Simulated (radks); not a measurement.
**Excited configurations of Ta²⁺**

How tightly is the outer electron of Ta²⁺ held in higher orbitals? Ground state, ion and excited configurations are run in turn.

The numbers are computed with radks (a radial shooting solver on a logarithmic mesh, Libxc functionals) version 1 (Dirac Kohn-Sham, PBEsol, spin-unpolarised, spherical densities, point nucleus; open shells fill j = l - 1/2 first), except any that are marked as measured or tabulated.

### 1 The atom as given

```
element       : tantalum (Z = 73)
charge        : +2
electrons     : 71
configuration : [Xe] 4f14 5d3
```

### 2 Ground configuration: [Xe] 4f14 5d3

Input:

```text
Z 73
configuration [Xe] 4f14 5d3
relativity Dirac
functional pbe_sol,pbe_sol
spin unpolarised
j_filling energy
nucleus point
c 137.035999084
```

### 3 The ion: [Xe] 4f14 5d2

Input: that of step 2 with these lines changed.

```diff
@@ -1,3 +1,3 @@
 Z 73
-configuration [Xe] 4f14 5d3
+configuration [Xe] 4f14 5d2
 relativity Dirac
```

### 4 Outer electron in 5f: [Xe] 4f14 5d2 5f1

Input: that of step 3 with these lines changed.

```diff
@@ -1,3 +1,3 @@
 Z 73
-configuration [Xe] 4f14 5d2
+configuration [Xe] 4f14 5d2 5f1
 relativity Dirac
```

### 5 Outer electron in 6s: [Xe] 4f14 5d2 6s1

Input: that of step 4 with these lines changed.

```diff
@@ -1,3 +1,3 @@
 Z 73
-configuration [Xe] 4f14 5d2 5f1
+configuration [Xe] 4f14 5d2 6s1
 relativity Dirac
```

### 6 Outer electron in 6p: [Xe] 4f14 5d2 6p1

Input: that of step 5 with these lines changed.

```diff
@@ -1,3 +1,3 @@
 Z 73
-configuration [Xe] 4f14 5d2 6s1
+configuration [Xe] 4f14 5d2 6p1
 relativity Dirac
```

### 7 Outer electron in 6d: [Xe] 4f14 5d2 6d1

Input: that of step 6 with these lines changed.

```diff
@@ -1,3 +1,3 @@
 Z 73
-configuration [Xe] 4f14 5d2 6p1
+configuration [Xe] 4f14 5d2 6d1
 relativity Dirac
```

### 8 Outer electron in 6f: [Xe] 4f14 5d2 6f1

Input: that of step 7 with these lines changed.

```diff
@@ -1,3 +1,3 @@
 Z 73
-configuration [Xe] 4f14 5d2 6d1
+configuration [Xe] 4f14 5d2 6f1
 relativity Dirac
```

### 9 Outer electron in 7s: [Xe] 4f14 5d2 7s1

Input: that of step 8 with these lines changed.

```diff
@@ -1,3 +1,3 @@
 Z 73
-configuration [Xe] 4f14 5d2 6f1
+configuration [Xe] 4f14 5d2 7s1
 relativity Dirac
```

### 10 Outer electron in 7p: [Xe] 4f14 5d2 7p1

Input: that of step 9 with these lines changed.

```diff
@@ -1,3 +1,3 @@
 Z 73
-configuration [Xe] 4f14 5d2 7s1
+configuration [Xe] 4f14 5d2 7p1
 relativity Dirac
```

### 11 Outer electron in 7d: [Xe] 4f14 5d2 7d1

Input: that of step 10 with these lines changed.

```diff
@@ -1,3 +1,3 @@
 Z 73
-configuration [Xe] 4f14 5d2 7p1
+configuration [Xe] 4f14 5d2 7d1
 relativity Dirac
```

### 12 Outer electron in 7f: [Xe] 4f14 5d2 7f1

Input: that of step 11 with these lines changed.

```diff
@@ -1,3 +1,3 @@
 Z 73
-configuration [Xe] 4f14 5d2 7d1
+configuration [Xe] 4f14 5d2 7f1
 relativity Dirac
```

Before running it: what results should come out? Wanted: for each run, outer orbital; excitation; binding; n*; quantum defect; <r>.

As calculated:

```csv
outer orbital,excitation (eV),binding (eV),n*,quantum defect,<r> (bohr)
5f,15.859,8.014,3.909,1.091,5.508
6s,0.661,23.212,2.297,3.703,2.824
6p,6.153,17.720,2.629,3.371,3.331
6d,13.558,10.315,3.446,2.554,5.147
6f,18.491,5.382,4.770,1.230,9.542
7s,12.763,11.110,3.320,3.680,5.683
7p,14.614,9.259,3.637,3.363,6.525
7d,17.578,6.295,4.410,2.590,9.067
7f,20.084,3.789,5.685,1.315,14.57
```

Binding is E(ion) − E, and n* = 3/√(2·binding) in atomic units. The Δ-SCF energy to the ion that was run is 23.873 eV (NIST's first ionisation energy, to the ion's ground state: 23 eV, theoretical). Mean quantum defects: f 1.21, s 3.69, p 3.37, d 2.57. They fall with l, since high-l orbitals stay out of the core. Self-interaction in the functional shifts them, so they are the method's values and not measured ones. Spin polarisation and multiplet splitting are left out, so open shells lie too high by an amount that depends on their filling.
